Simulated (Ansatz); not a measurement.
**Si₃H₈O₂: up Jacob's ladder to CCSD(T)**

One table from this session's results is given with a row withheld; the runs are named, their logs left out.

Computed with Ansatz 0.2.0, Gaussian basis. Level: functionals in def2-TZVPP, the program's frozen cores in correlated methods.

Plan: PBE-D4, r2SCAN-D4, PBE0-D4, B3LYP-D4, ωB97X-V, ωB97M-V, B2PLYP; CCSD(T)/def2-TZVPP; MP2/def2-QZVPP; extrapolation to the limit.

## The relaxed structure

All runs share one geometry, relaxed beforehand with PBE0-D4 in a triple-zeta def2 set.

13 atoms, charge 0, spin multiplicity 1.

Atoms are counted from 1 here; the program's logs count them from 0.

Bond lengths: O1–Si2 1.665 Å, O1–H6 0.958 Å, Si2–Si3 2.353 Å, Si2–H7 1.491 Å, Si2–H8 1.492 Å, Si3–O4 1.659 Å, Si3–Si5 2.339 Å, Si3–H9 1.494 Å, O4–H10 0.962 Å, Si5–H11 1.488 Å, Si5–H12 1.488 Å, Si5–H13 1.490 Å. Angles: Si2–O1–H6 118.6°, O1–Si2–Si3 99.5°, O1–Si2–H7 111.4°, O1–Si2–H8 110.4°, Si3–Si2–H7 114.8°, Si3–Si2–H8 113.9°, H7–Si2–H8 106.7°, Si2–Si3–O4 104.7°, Si2–Si3–Si5 113.1°, Si2–Si3–H9 109.5°, O4–Si3–Si5 109.9°, O4–Si3–H9 111.1°, Si5–Si3–H9 108.6°, Si3–O4–H10 113.9°, Si3–Si5–H11 111.9°, Si3–Si5–H12 110.6°, Si3–Si5–H13 108.4°, H11–Si5–H12 108.9° and more.

The first run:

File in.yaml:

```yaml
crystal:
  periodic: [false, false, false]
  atoms:
    - {symbol: O, position_ang: [-2.286693, 0.201500, 1.296492]}
    - {symbol: Si, position_ang: [-0.776010, 0.896013, 1.206924]}
    - {symbol: Si, position_ang: [-0.090607, 0.068722, -0.886360]}
    - {symbol: O, position_ang: [-1.105821, -1.207967, -1.187415]}
    - {symbol: Si, position_ang: [2.132003, -0.660632, -0.899932]}
    - {symbol: H, position_ang: [-2.797299, 0.316238, 2.099259]}
    - {symbol: H, position_ang: [-0.855600, 2.382589, 1.297163]}
    - {symbol: H, position_ang: [0.074591, 0.441489, 2.345723]}
    - {symbol: H, position_ang: [-0.247681, 1.135849, -1.920379]}
    - {symbol: H, position_ang: [-1.910870, -1.198098, -0.660741]}
    - {symbol: H, position_ang: [2.516587, -1.243905, -2.213413]}
    - {symbol: H, position_ang: [2.355808, -1.677004, 0.163145]}
    - {symbol: H, position_ang: [3.012091, 0.510405, -0.625867]}
basis:
  gaussian: {orbitals: def2-TZVPP}
hamiltonian: {xc: pbe, dispersion: d4}
output: {forces: true, orbitals: {seedname: orbitals}}
```

The run is started by

```sh
> ansatz run in.yaml --threads 4 --pin off --events-out ev --progress --plain --max-ram 10444MiB
```

Among the steps run: PBE-D4 (GGA); r2SCAN-D4 (meta-GGA); PBE0-D4 (hybrid); B3LYP-D4 (hybrid); ωB97X-V (range-separated); ωB97M-V (range-separated); B2PLYP (double hybrid); CCSD(T) in def2-TZVPP; MP2 in def2-QZVPP.

One of the session's tables, all rows but one given; the rest of the session is left out.

```
            method  atomisation energy (kJ/mol)
            PBE-D4                       4244.6
         r2SCAN-D4                       4255.3
           PBE0-D4                       4194.6
          B3LYP-D4                       4243.2
           ωB97X-V                       4288.4
           ωB97M-V                       4257.9
            B2PLYP                       4191.2
     HF/def2-TZVPP                       3114.0
    MP2/def2-TZVPP                       4173.6
   CCSD/def2-TZVPP                       4098.7
CCSD(T)/def2-TZVPP                       4148.6
           MP2/CBS                       4302.1
       CCSD(T)/CBS                            ?
```

**Question.** Estimate the row for CCSD(T)/CBS.

**Answer.** atomisation energy (kJ/mol): 4277.2. In the column «atomisation energy (kJ/mol)» it lies between ωB97M-V (4257.9) and ωB97X-V (4288.4).
